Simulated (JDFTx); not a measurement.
# Mn3GaC (Pm-3m) in JDFTx: reference runs

Reference runs on Mn3GaC: the cell as given.

Everything below comes from runs of JDFTx 1.7.0 (patched build). Logs are shortened: lines on timing, memory, paths and dates and some standing lists are left out, and cuts for length are marked. The log counts tension as positive stress, the text compression.

**1. The structure**

It takes space group Pm-3m (No. 221, cubic). The conventional cell has a = 3.896 Å, b = 3.896 Å, c = 3.896 Å, α = 90.00°, β = 90.00°, γ = 90.00°. Around Ga (site symmetry m-3m) lie 12 Mn at 2.75 Å. Mn (site symmetry 4/mmm) has 2 C at 1.95 Å as nearest neighbours. C (site symmetry m-3m) has 6 Mn at 1.95 Å as nearest neighbours.

**2. Single point, PBEsol, collinear spin, ferromagnetic start**

File Mn3GaC.in:

```
lattice \
    7.3623729815     0.0000000000     0.0000000000 \
    0.0000000000     7.3623729815     0.0000000000 \
    0.0000000000     0.0000000000     7.3623729815
coords-type Lattice
ion Ga     0.0000000000     0.0000000000     0.0000000000 1
ion Mn     0.5000000000     0.5000000000     0.0000000000 1
ion Mn     0.5000000000     0.0000000000     0.5000000000 1
ion Mn     0.0000000000     0.5000000000     0.5000000000 1
ion C      0.5000000000     0.5000000000     0.5000000000 1

ion-species pseudo/Ga.upf
ion-species pseudo/Mn.upf
ion-species pseudo/C.upf
elec-cutoff 48 384
elec-ex-corr gga-PBEsol
kpoint-folding 7 7 7
elec-smearing Fermi 0.0018374661
elec-n-bands 47
spintype z-spin
initial-magnetic-moments Mn 4 4 4
elec-initial-magnetization 12 no
electronic-SCF nIterations 100 energyDiffThreshold 1e-09
electronic-minimize nIterations 30 energyDiffThreshold 1e-7
converge-empty-states yes
forces-output-coords Cartesian

dump-name run.$VAR
dump End Ecomponents EigStats BandEigs Kpoints Forces Stress
```

Potentials or basis: PseudoDojo-SR-PBEsol-0.4.1-standard with smoothed tails.

Started as:

```bash
$ jdftx -c 1 -i Mn3GaC.in -o Mn3GaC.out
```

Output:

```text
*************** JDFTx 1.7.0 (patched build) ***************

Input parsed successfully to the following command list (including defaults):
[... the input with its defaults ...]

---------- Setting up symmetries ----------

Found 48 point-group symmetries of the bravais lattice
Found 48 space-group symmetries with basis
Applied RMS atom displacement 0 bohrs to make symmetries exact.

---------- Initializing the Grid ----------
R =
[      7.36237            0            0  ]
[            0      7.36237            0  ]
[            0            0      7.36237  ]
unit cell volume = 399.074
G =
[   0.853419          0          0  ]
[          0   0.853419          0  ]
[          0          0   0.853419  ]
Minimum fftbox size, Smin = [  68  68  68  ]
Chosen fftbox size, S = [  70  70  70  ]

---------- Initializing tighter grid for wavefunction operations ----------
R =
[      7.36237            0            0  ]
[            0      7.36237            0  ]
[            0            0      7.36237  ]
unit cell volume = 399.074
G =
[   0.853419          0          0  ]
[          0   0.853419          0  ]
[          0          0   0.853419  ]
Minimum fftbox size, Smin = [  48  48  48  ]
Chosen fftbox size, S = [  48  48  48  ]

---------- Exchange Correlation functional ----------
Initalized PBEsol GGA exchange.
Initalized PBEsol GGA correlation.

---------- Setting up pseudopotentials ----------
Width of ionic core gaussian charges (only for fluid interactions / plotting) set to 0

Reading pseudopotential file 'pseudo/Ga.upf':
  'Ga' pseudopotential, 'PBESOL' functional
  Generated using ONCVPSP code by D. R. Hamann
  13 valence electrons, 3 orbitals, 6 projectors, 1001 radial grid points, with lMax = 2
    3D    l: 2   occupation: 10.0   eigenvalue: -0.704192
    4S    l: 0   occupation:  2.0   eigenvalue: -0.329374
    4P    l: 1   occupation:  1.0   eigenvalue: -0.094479
  Core radius for overlap checks: 1.84 bohrs.

Reading pseudopotential file 'pseudo/Mn.upf':
  'Mn' pseudopotential, 'PBESOL' functional
  Generated using ONCVPSP code by D. R. Hamann
  15 valence electrons, 4 orbitals, 6 projectors, 1001 radial grid points, with lMax = 2
    3S    l: 0   occupation:  2.0   eigenvalue: -3.147368
    3P    l: 1   occupation:  6.0   eigenvalue: -2.002196
    3D    l: 2   occupation:  5.0   eigenvalue: -0.249683
    4S    l: 0   occupation:  2.0   eigenvalue: -0.188339
  Core radius for overlap checks: 1.55 bohrs.

Reading pseudopotential file 'pseudo/C.upf':
  'C' pseudopotential, 'PBESOL' functional
  Generated using ONCVPSP code by D. R. Hamann
  4 valence electrons, 2 orbitals, 4 projectors, 1001 radial grid points, with lMax = 1
    2S    l: 0   occupation:  2.0   eigenvalue: -0.501565
    2P    l: 1   occupation:  2.0   eigenvalue: -0.192331
  Core radius for overlap checks: 1.21 bohrs.

Initialized 3 species with 5 total atoms.

Folded 1 k-points by 7x7x7 to 343 k-points.

---------- Setting up k-points, bands, fillings ----------
Reduced to 20 k-points under symmetry.
Computing the number of bands and number of electrons
Calculating initial fillings.
nElectrons:  62.000000   nBands: 47   nStates: 40

----- Setting up reduced wavefunction bases (one per k-point) -----
average nbasis = 6338.895 , ideal nbasis = 6338.833

---------- Setting up ewald sum ----------
Optimum gaussian width for ewald sums = 2.246120 bohr.
Real space sum over 729 unit cells with max indices [  4  4  4  ]
Reciprocal space sum over 2197 terms with max indices [  6  6  6  ]

---------- Allocating electronic variables ----------
Initializing wave functions:  linear combination of atomic orbitals
Note: number of bands (47) exceeds available atomic orbitals (43)
Ga pseudo-atom occupations:   s ( 2 )  p ( 1 )  d ( 10 )
Mn (M=4) pseudo-atom majority spin occupations:   s ( 1 0.5 )  p ( 3 )  d ( 5 )
Mn (M=4) pseudo-atom minority spin occupations:   s ( 1 0 )  p ( 3 )  d ( 1.5 )
C pseudo-atom occupations:   s ( 2 )  p ( 2 )
	FillingsUpdate:  mu: +1.799567255  nElectrons: 62.000000  magneticMoment: [ Abs: 0.76910  Tot: +0.73187 ]
LCAOMinimize: Iter:   0  F: -335.3240409078396738  |grad|_K:  8.440e-02  alpha:  1.000e+00
	FillingsUpdate:  mu: +0.560845553  nElectrons: 62.000000  magneticMoment: [ Abs: 0.59465  Tot: +0.59052 ]
LCAOMinimize: Iter:   1  F: -369.6264897813966286  |grad|_K:  1.905e-02  alpha:  5.210e-01  linmin:  5.244e-02  cgtest: -2.916e+00
LCAOMinimize: 	Wrong curvature in test step, increasing alphaT to 1.563130e+00.
[... 30 lines of inner loops ...]
LCAOMinimize: Iter:  15  F: -384.2618131256166976  |grad|_K:  2.672e-06  alpha:  4.636e-01  linmin: -1.227e-05  cgtest:  7.873e-03
	FillingsUpdate:  mu: +0.620382577  nElectrons: 62.000000  magneticMoment: [ Abs: 6.78839  Tot: -5.98977 ]
LCAOMinimize: Iter:  16  F: -384.2618134888983263  |grad|_K:  1.164e-06  alpha:  1.152e+00  linmin:  2.462e-04  cgtest: -9.906e-03
LCAOMinimize: Converged (|Delta F|<1.000000e-06 for 2 iters).

-------- Electronic minimization -----------
Will mix electronic density at each iteration.
	FillingsUpdate:  mu: +0.620382577  nElectrons: 62.000000  magneticMoment: [ Abs: 6.78839  Tot: -5.98977 ]
	FillingsUpdate:  mu: +0.611709246  nElectrons: 62.000000  magneticMoment: [ Abs: 6.78839  Tot: -5.98977 ]
SCF: Cycle:  0   F: -384.357571077810690   dF: -9.576e-02   |Residual|: 3.363e-01   |deigs|: 8.800e-02
	FillingsUpdate:  mu: +0.561960544  nElectrons: 62.000000  magneticMoment: [ Abs: 6.19254  Tot: -5.47556 ]
SCF: Cycle:  1   F: -384.395654293657515   dF: -3.808e-02   |Residual|: 1.921e-01   |deigs|: 4.826e-02
	FillingsUpdate:  mu: +0.581611249  nElectrons: 62.000000  magneticMoment: [ Abs: 6.30875  Tot: -5.62481 ]
SCF: Cycle:  2   F: -384.439296433271352   dF: -4.364e-02   |Residual|: 4.652e-02   |deigs|: 1.892e-02
	FillingsUpdate:  mu: +0.578364125  nElectrons: 62.000000  magneticMoment: [ Abs: 6.34816  Tot: -5.63380 ]
SCF: Cycle:  3   F: -384.440866283689957   dF: -1.570e-03   |Residual|: 2.065e-02   |deigs|: 5.083e-03
	FillingsUpdate:  mu: +0.578950823  nElectrons: 62.000000  magneticMoment: [ Abs: 6.49178  Tot: -5.73494 ]
SCF: Cycle:  4   F: -384.441038714588274   dF: -1.724e-04   |Residual|: 1.437e-02   |deigs|: 1.355e-03
	FillingsUpdate:  mu: +0.579703512  nElectrons: 62.000000  magneticMoment: [ Abs: 6.59599  Tot: -5.82570 ]
SCF: Cycle:  5   F: -384.441100169215588   dF: -6.145e-05   |Residual|: 7.672e-03   |deigs|: 6.625e-04
	FillingsUpdate:  mu: +0.580361473  nElectrons: 62.000000  magneticMoment: [ Abs: 6.68700  Tot: -5.90682 ]
SCF: Cycle:  6   F: -384.441119479100792   dF: -1.931e-05   |Residual|: 2.029e-03   |deigs|: 5.726e-04
	FillingsUpdate:  mu: +0.580459920  nElectrons: 62.000000  magneticMoment: [ Abs: 6.71079  Tot: -5.92705 ]
SCF: Cycle:  7   F: -384.441120621200923   dF: -1.142e-06   |Residual|: 5.016e-04   |deigs|: 1.376e-04
	FillingsUpdate:  mu: +0.580459423  nElectrons: 62.000000  magneticMoment: [ Abs: 6.70890  Tot: -5.92513 ]
SCF: Cycle:  8   F: -384.441120799117016   dF: -1.779e-07   |Residual|: 1.679e-04   |deigs|: 3.762e-05
	FillingsUpdate:  mu: +0.580464742  nElectrons: 62.000000  magneticMoment: [ Abs: 6.71068  Tot: -5.92633 ]
SCF: Cycle:  9   F: -384.441120871377507   dF: -7.226e-08   |Residual|: 7.066e-05   |deigs|: 1.332e-05
	FillingsUpdate:  mu: +0.580462943  nElectrons: 62.000000  magneticMoment: [ Abs: 6.71126  Tot: -5.92661 ]
SCF: Cycle: 10   F: -384.441120888684850   dF: -1.731e-08   |Residual|: 2.585e-05   |deigs|: 9.373e-06
	FillingsUpdate:  mu: +0.580462882  nElectrons: 62.000000  magneticMoment: [ Abs: 6.71120  Tot: -5.92646 ]
SCF: Cycle: 11   F: -384.441120893423772   dF: -4.739e-09   |Residual|: 1.696e-05   |deigs|: 3.697e-06
	FillingsUpdate:  mu: +0.580463722  nElectrons: 62.000000  magneticMoment: [ Abs: 6.71140  Tot: -5.92661 ]
SCF: Cycle: 12   F: -384.441120895062625   dF: -1.639e-09   |Residual|: 6.140e-06   |deigs|: 6.909e-06
	FillingsUpdate:  mu: +0.580463741  nElectrons: 62.000000  magneticMoment: [ Abs: 6.71145  Tot: -5.92664 ]
SCF: Cycle: 13   F: -384.441120895550625   dF: -4.880e-10   |Residual|: 2.310e-06   |deigs|: 4.354e-06
	FillingsUpdate:  mu: +0.580463862  nElectrons: 62.000000  magneticMoment: [ Abs: 6.71149  Tot: -5.92666 ]
SCF: Cycle: 14   F: -384.441120895728147   dF: -1.775e-10   |Residual|: 1.427e-06   |deigs|: 5.836e-06
SCF: Converged (|Delta E|<1.000000e-09 for 2 iters).

Setting wave functions to eigenvectors of Hamiltonian
Converging empty states (this may take a while): |deigs|: 1.292e-04

# Stress tensor in Cartesian coordinates [Eh/a0^3]:
[  0.000482602            0            0  ]
[            0  0.000482602            0  ]
[            0            0  0.000482602  ]

# Ionic positions in lattice coordinates:
ion Ga   0.000000000000000   0.000000000000000   0.000000000000000 1
ion Mn   0.500000000000000   0.500000000000000   0.000000000000000 1
ion Mn   0.500000000000000   0.000000000000000   0.500000000000000 1
ion Mn   0.000000000000000   0.500000000000000   0.500000000000000 1
ion C   0.500000000000000   0.500000000000000   0.500000000000000 1

# Forces in Cartesian coordinates:
force Ga   0.000000000000000   0.000000000000000   0.000000000000000 1
force Mn  -0.000000000000000  -0.000000000000000   0.000000000000000 1
force Mn  -0.000000000000000  -0.000000000000000   0.000000000000000 1
force Mn   0.000000000000000  -0.000000000000000   0.000000000000000 1
force C  -0.000000000000000   0.000000000000000   0.000000000000000 1

# Energy components:
   Eewald =     -273.4150438060337933
       EH =       99.8774339045258728
     Eloc =     -308.7904013993941703
      Enl =      -60.1905016966519284
      Exc =      -77.2392640075544961
 Exc_core =       24.2910070743470818
       KE =      211.0272387298499552
-------------------------------------
     Etot =     -384.4395312009114605
       TS =        0.0015896948166602
-------------------------------------
        F =     -384.4411208957281474

IonicMinimize: Iter:   0  F: -384.441120895728147  |grad|_K:       -nan
IonicMinimize: None of the convergence criteria satisfied after 0 iterations.

#--- Lowdin population analysis ---
# oxidation-state Ga -0.826
# magnetic-moments Ga +0.322
# oxidation-state Mn +0.682 +0.682 +0.682
# magnetic-moments Mn -2.181 -2.181 -2.181
# oxidation-state C -0.896
# magnetic-moments C +0.272

Dumping 'run.eigStats' ...
	eMin: -2.358114 at state 20 ( [ +0.000000 +0.000000 +0.000000 ] spin -1 )
	HOMO: +0.579895 at state 14 ( [ +0.142857 +0.285714 +0.428571 ] spin 1 )
	mu  : +0.580464
	LUMO: +0.581202 at state 13 ( [ +0.142857 +0.285714 +0.285714 ] spin 1 )
	eMax: +1.139898 at state 16 ( [ +0.285714 +0.285714 +0.285714 ] spin 1 )
	HOMO-LUMO gap: +0.001307
	Optical gap  : +0.003384 at state 17 ( [ +0.285714 +0.285714 +0.428571 ] spin 1 )
Done!
```

Wall time 5.6 min (1 thread of Intel Xeon 6975P-C (Granite Rapids), shared host); peak memory 0.58 GiB.

Results:

```yaml
Free_energy: -10461.1758 eV
Pressure: -14.2 GPa
Band_gap_on_the_k_mesh: none (metal or under the smearing width)
Net_moment: -5.93 μB per cell
Absolute_moment: 6.71 μB per cell
Site_moments: Ga +0.32; Mn -2.18; C +0.27 μB
Loewdin_charges: Ga -0.83; Mn +0.68; C -0.90 e
```

Caveat: the atomic charges don't sum to the cell's charge.
